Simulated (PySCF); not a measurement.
# C5H10SSi: runs on many settings, part 2 of 2

PySCF 2.14.0. Atoms count from 0. Earlier steps stand in the parts before.

## 6. J couplings: KT2/LANL2DZ

The job: settings as JSON, then the geometry in Å.

```
{"job": {"kind": "j", "xc": "KT2", "basis": "LANL2DZ", "grid": 0, "scf": {"max_cycle": 68}}, "charge": 0, "multiplicity": 1}
C      3.077045     0.284751     0.275561
S      2.412066    -0.149134     0.720182
Si     0.257831    -0.587514    -0.386143
C     -0.542403     1.108136    -0.741648
C     -2.003269     0.852580    -0.508786
C     -2.388471    -0.330122    -0.063821
C     -1.360477    -1.388178     0.197399
H      3.378184    -0.302807    -0.585661
H      2.730927     1.264944    -0.035178
H      3.907303     0.384931     0.966163
H      0.858113    -1.199205    -1.576703
H     -0.382370     1.465504    -1.760015
H     -0.198870     1.903615    -0.076012
H     -2.699027     1.655435    -0.705458
H     -3.424798    -0.565912     0.130300
H     -1.356477    -1.654753     1.255183
H     -1.607326    -2.296357    -0.351551
```

With the program's defaults for keys left out, this is: KT2/LANL2DZ indirect spin-spin coupling, non-relativistic, gas phase.

The program printed:

```text
final grid: 14880 points
cycle   1  E = -209.8949457416  dE =  1.094e+00  |g| = 1.720e+00  |ddm| = 1.303e+01
cycle   2  E = -159.5553171525  dE =  5.034e+01  |g| = 7.364e+00  |ddm| = 9.794e+01
cycle   3  E = -208.7579797337  dE = -4.920e+01  |g| = 2.442e+00  |ddm| = 9.751e+01
cycle   4  E = -211.6969424142  dE = -2.939e+00  |g| = 6.030e-01  |ddm| = 7.187e+00
cycle   5  E = -211.7685773713  dE = -7.163e-02  |g| = 5.296e-01  |ddm| = 2.766e+00
cycle   6  E = -211.8669959054  dE = -9.842e-02  |g| = 1.692e-01  |ddm| = 1.465e+00
cycle   7  E = -211.8743546847  dE = -7.359e-03  |g| = 9.695e-02  |ddm| = 3.063e-01
cycle   8  E = -211.8771581012  dE = -2.803e-03  |g| = 5.344e-02  |ddm| = 2.288e-01
cycle   9  E = -211.8779476495  dE = -7.895e-04  |g| = 2.385e-02  |ddm| = 2.105e-01
cycle  10  E = -211.8781683597  dE = -2.207e-04  |g| = 6.277e-03  |ddm| = 9.471e-02
cycle  11  E = -211.8781870011  dE = -1.864e-05  |g| = 1.269e-03  |ddm| = 2.579e-02
cycle  12  E = -211.8781879048  dE = -9.037e-07  |g| = 2.933e-04  |ddm| = 4.932e-03
cycle  13  E = -211.8781879334  dE = -2.854e-08  |g| = 5.605e-05  |ddm| = 8.046e-04
cycle  14  E = -211.8781879341  dE = -6.858e-10  |g| = 3.956e-05  |ddm| = 2.184e-04
cycle  15  E = -211.8781879345  dE = -4.733e-10  |g| = 8.433e-06  |ddm| = 1.115e-04
converged SCF energy = -211.8781879345

Indirect spin-spin couplings (Hz)
  i      j    bonds     total        FC       PSO       DSO        SD
  0 C    1 S    1     -0.551     0.004    -0.715     0.160         -
  0 C    2 Si   2      0.035     0.000     0.031    -0.007     0.011
  0 C    3 C    3     -0.474    -0.504     0.019     0.011         -
  0 C    4 C    4     -0.306    -0.300     0.018    -0.024         -
  0 C    5 C    4     -0.583    -0.569     0.014    -0.027         -
  0 C    6 C    3      0.719     0.747    -0.017    -0.011         -
  0 C    7 H    1     86.314    83.828     1.460     1.026         -
  0 C    8 H    1     84.978    82.464     1.475     1.038         -
  0 C    9 H    1    169.181   166.644     1.564     0.973         -
  0 C   10 H    3     -0.420    -0.431     0.009     0.002         -
  0 C   11 H    4     -0.736    -0.711     0.005    -0.031         -
  0 C   12 H    4     -0.662    -0.680    -0.041     0.058         -
  0 C   13 H    5     -0.190    -0.099     0.060    -0.152         -
  0 C   14 H    5      0.306     0.408     0.071    -0.173         -
  0 C   15 H    4     -1.259    -1.217     0.038    -0.079         -
  0 C   16 H    4     -0.569    -0.499     0.056    -0.126         -
  1 S    2 Si   1     -0.035    -0.000     0.009    -0.033    -0.011
  1 S    3 C    2      0.022    -0.000     0.006     0.015         -
  1 S    4 C    3      0.002    -0.000     0.001     0.001         -
  1 S    5 C    3     -0.000    -0.000    -0.002     0.002         -
  1 S    6 C    2      0.009     0.000    -0.006     0.015         -
  1 S    7 H    2     -0.425     0.001    -0.146    -0.280         -
  1 S    8 H    2     -0.430     0.001    -0.151    -0.280         -
  1 S    9 H    2     -0.292     0.001    -0.026    -0.267         -
  1 S   10 H    2      0.044    -0.000    -0.013     0.057         -
  1 S   11 H    3     -0.004    -0.000     0.006    -0.010         -
  1 S   12 H    3      0.038    -0.000    -0.022     0.060         -
  1 S   15 H    3      0.039    -0.000    -0.015     0.054         -
  1 S   16 H    3      0.006    -0.000     0.004     0.002         -
  2 Si   3 C    1     -0.101    -0.000     0.054    -0.104    -0.051
  2 Si   4 C    2      0.037     0.000     0.038    -0.013     0.012
  2 Si   5 C    2      0.036     0.000     0.037    -0.012     0.011
  2 Si   6 C    1     -0.064    -0.000     0.058    -0.103    -0.019
  2 Si   7 H    3     -0.006    -0.000     0.064    -0.070    -0.000
  2 Si   8 H    3     -0.017    -0.000     0.065    -0.083     0.000
  2 Si   9 H    3      0.209    -0.001    -0.043     0.226     0.027
  2 Si  10 H    1     -0.208    -0.001     0.192    -0.359    -0.040
  2 Si  11 H    2      0.055     0.000    -0.004     0.090    -0.031
  2 Si  12 H    2      0.045     0.000    -0.006     0.081    -0.030
  2 Si  13 H    3      0.238     0.000    -0.086     0.311     0.012
  2 Si  14 H    3      0.240    -0.000    -0.086     0.313     0.013
  2 Si  15 H    2      0.029     0.000    -0.013     0.087    -0.045
  2 Si  16 H    2      0.066     0.000    -0.000     0.090    -0.024
  3 C    4 C    1     38.920    39.977    -1.252     0.195         -
  3 C    5 C    2      1.692     2.034    -0.310    -0.032         -
  3 C    6 C    2      6.654     6.823    -0.191     0.021         -
  3 C    7 H    4      0.598     0.574     0.031    -0.007         -
  3 C    8 H    4     20.513    20.279    -0.021     0.256         -
  3 C    9 H    4      2.434     2.561     0.043    -0.171         -
  3 C   10 H    2      2.992     2.894    -0.019     0.118         -
  3 C   11 H    1    142.692   140.978     0.947     0.767         -
  3 C   12 H    1    145.160   143.446     0.927     0.787         -
  3 C   13 H    2      4.158     4.457     0.027    -0.327         -
  3 C   14 H    3     10.406    10.829     0.092    -0.515         -
  3 C   15 H    3     -1.086    -0.914     0.027    -0.199         -
  3 C   16 H    3      0.247     0.432     0.055    -0.240         -
  4 C    5 C    1     73.080    81.770    -8.891     0.201         -
  4 C    6 C    2      0.577     0.922    -0.311    -0.035         -
  4 C    7 H    5      0.247     0.319     0.038    -0.111         -
  4 C    8 H    5      1.328     1.328     0.018    -0.018         -
  4 C    9 H    5      3.917     4.030     0.056    -0.169         -
  4 C   10 H    3      1.219     1.295    -0.003    -0.073         -
  4 C   11 H    2     -8.407    -8.245    -0.035    -0.127         -
  4 C   12 H    2     -9.856    -9.749     0.002    -0.109         -
  4 C   13 H    1    173.829   172.872     0.035     0.921         -
  4 C   14 H    2      1.081     2.925    -1.368    -0.477         -
  4 C   15 H    3      9.416     9.777     0.001    -0.362         -
  4 C   16 H    3      8.677     9.049     0.024    -0.396         -
  5 C    6 C    1     41.256    42.349    -1.285     0.192         -
  5 C    7 H    5      1.230     1.306     0.032    -0.108         -
  5 C    8 H    5      0.675     0.730     0.018    -0.073         -
  5 C    9 H    5      4.583     4.693     0.053    -0.163         -
  5 C   10 H    3      1.274     1.348     0.000    -0.074         -
  5 C   11 H    3      8.680     9.043     0.029    -0.393         -
  5 C   12 H    3      9.401     9.758    -0.007    -0.350         -
  5 C   13 H    2      2.180     4.005    -1.346    -0.479         -
  5 C   14 H    1    174.948   173.939     0.085     0.924         -
  5 C   15 H    2     -9.829    -9.693    -0.002    -0.134         -
  5 C   16 H    2     -7.984    -7.802    -0.043    -0.138         -
  6 C    7 H    4      0.355     0.382    -0.002    -0.025         -
  6 C    8 H    4     -1.681    -1.651     0.008    -0.037         -
  6 C    9 H    4     -0.690    -0.590     0.036    -0.135         -
  6 C   10 H    2      4.161     4.080    -0.028     0.109         -
  6 C   11 H    3      1.351     1.539     0.054    -0.242         -
  6 C   12 H    3     -1.671    -1.509     0.032    -0.194         -
  6 C   13 H    3     10.522    10.941     0.101    -0.520         -
  6 C   14 H    2      6.456     6.744     0.049    -0.337         -
  6 C   15 H    1    144.714   143.153     0.820     0.740         -
  6 C   16 H    1    147.281   145.728     0.812     0.742         -
  7 H    8 H    2     45.513    48.012     0.710    -3.209         -
  7 H    9 H    2    -83.674   -81.276     0.905    -3.303         -
  7 H   10 H    4     18.638    18.087    -0.471     1.022         -
  7 H   11 H    5     -0.939    -0.885    -0.039    -0.015         -
  7 H   12 H    5      0.664     0.996     0.086    -0.418         -
  7 H   13 H    6     -0.728    -0.312     0.228    -0.644         -
  7 H   15 H    5      1.355     1.611     0.119    -0.374         -
  7 H   16 H    5     -0.157    -0.007     0.080    -0.230         -
  8 H    9 H    2    -74.883   -72.512     0.900    -3.271         -
  8 H   10 H    4     -5.548    -5.413    -0.064    -0.071         -
  8 H   11 H    5      4.550     4.155    -0.278     0.673         -
  8 H   12 H    5      2.284     1.295    -0.603     1.592         -
  8 H   13 H    6      2.203     2.379     0.125    -0.300         -
  8 H   14 H    6     -0.651    -0.252     0.203    -0.602         -
  8 H   15 H    5      2.184     2.424     0.112    -0.353         -
  8 H   16 H    5      2.765     3.121     0.199    -0.556         -
  9 H   10 H    4      3.022     3.907     0.273    -1.158         -
  9 H   11 H    5      5.549     6.146     0.236    -0.832         -
  9 H   12 H    5      6.982     7.395     0.095    -0.508         -
  9 H   13 H    6      0.431     0.916     0.240    -0.725         -
  9 H   14 H    6      0.585     1.074     0.238    -0.727         -
  9 H   15 H    5      7.957     8.286     0.130    -0.459         -
  9 H   16 H    5      5.666     6.146     0.229    -0.709         -
 10 H   11 H    3      5.639     5.521    -0.156     0.274         -
 10 H   12 H    3      5.612     6.111     0.316    -0.815         -
 10 H   13 H    4     -0.434     0.225     0.345    -1.004         -
 10 H   14 H    4     -0.179     0.481     0.345    -1.005         -
 10 H   15 H    3      5.486     5.988     0.311    -0.812         -
 10 H   16 H    3      5.193     5.096    -0.142     0.239         -
 11 H   12 H    2    -25.397   -24.224     0.955    -2.127         -
 11 H   13 H    3      3.931     4.405     0.164    -0.638         -
 11 H   14 H    4     -5.037    -3.801     0.495    -1.731         -
 11 H   15 H    4      2.239     3.241     0.514    -1.516         -
 12 H   13 H    3      3.192     3.754     0.211    -0.773         -
 12 H   14 H    4     -5.184    -3.969     0.472    -1.687         -
 12 H   15 H    4      1.679     2.184     0.182    -0.688         -
 12 H   16 H    4      2.180     3.180     0.507    -1.507         -
 13 H   14 H    3      8.075     8.977    -0.202    -0.700         -
 13 H   15 H    4     -5.440    -4.211     0.485    -1.715         -
 13 H   16 H    4     -4.907    -3.660     0.498    -1.745         -
 14 H   15 H    3      3.592     4.194     0.235    -0.837         -
 14 H   16 H    3      3.326     3.832     0.179    -0.684         -
 15 H   16 H    2    -26.273   -24.988     0.977    -2.261         -
```

Wall time 20 s (1 thread of Arm Neoverse N1, shared host); peak memory 0.39 GiB.

It converged, yet the result is unsound: one atom of the first bond was moved so that the bond is 0.5 times as long; grid level 0 is too coarse; the basis LANL2DZ leaves the core to a potential or lacks core functions, which properties at the nuclei need. Its HOMO lies at -3.02 eV, against -6.74 eV in step 2 (PBE0/pcSseg-1), a different level, so the two don't compare directly.

## 7. Side by side: NMR shifts

Shifts (ppm) of some atoms, chosen among heavy atoms and hydrogens apart, means over like atoms, with basis size and wall time:

```tsv
run	C4	C3	C0	H13	H10	H12	Si2	functions	time
PBE0/pcSseg-1	137.7	21.6	14.1	6.11	5.17	1.71	17.0	183	48 s
B3LYP/6-31G*	123.3	20.1	13.1	5.87	5.26	1.57	31.4	126	50 s
```

## 8. Results

This closing draws on all 2 parts.

```
                                                               quantity                                            value
13C shifts against TMS (PBE0/pcSseg-1, means over atoms taken as alike)                            137.7, 21.6, 14.1 ppm
 1H shifts against TMS (PBE0/pcSseg-1, means over atoms taken as alike)                 6.11, 5.17, 2.07, 1.83, 1.71 ppm
                                 33S shifts against CS2 (PBE0/pcSseg-1)                                         -184 ppm
                                29Si shifts against TMS (PBE0/pcSseg-1)                                         17.0 ppm
                                        lowest singlet (PBE0/def2-SVPD)                      5.43 eV (228 nm), f = 0.003
                               brightest single state of those computed                      state 2, 6.19 eV, f = 0.020
                                                         lowest triplet                                          4.43 eV
                                               range of the shift of C4                               123.3 to 137.7 ppm
                                          property runs in this session  5, of which 0 failed and 2 gave unsound results
```

What this shows: Single values in the summary come from the first run of each kind that ended normally (PBE0/pcSseg-1; PBE0/def2-SVPD), which need not be the best level. The most deshielded carbon is C4, C5 (mean) (alkene CH), at 137.7 ppm: as expected for a trigonal carbon in a double bond. The most deshielded hydrogen is H13, H14 (mean) (hydrogen on an alkene CH), at 6.11 ppm: attached to an sp2 carbon and in the plane of the double bond. The first singlet state (HOMO→LUMO 0.96) lies at 5.43 eV and is weak; of the 6 states computed, the strongest absorption comes from state 2 at 6.19 eV. The lowest triplet lies 1.00 eV below the lowest singlet (triplets in Tamm-Dancoff, singlets in full TDDFT). Among the atoms with a shift in every run: Across the 2 runs the shift of C4 (with its like atoms) moves most, between 123.3 (B3LYP/6-31G*) and 137.7 ppm (PBE0/pcSseg-1).
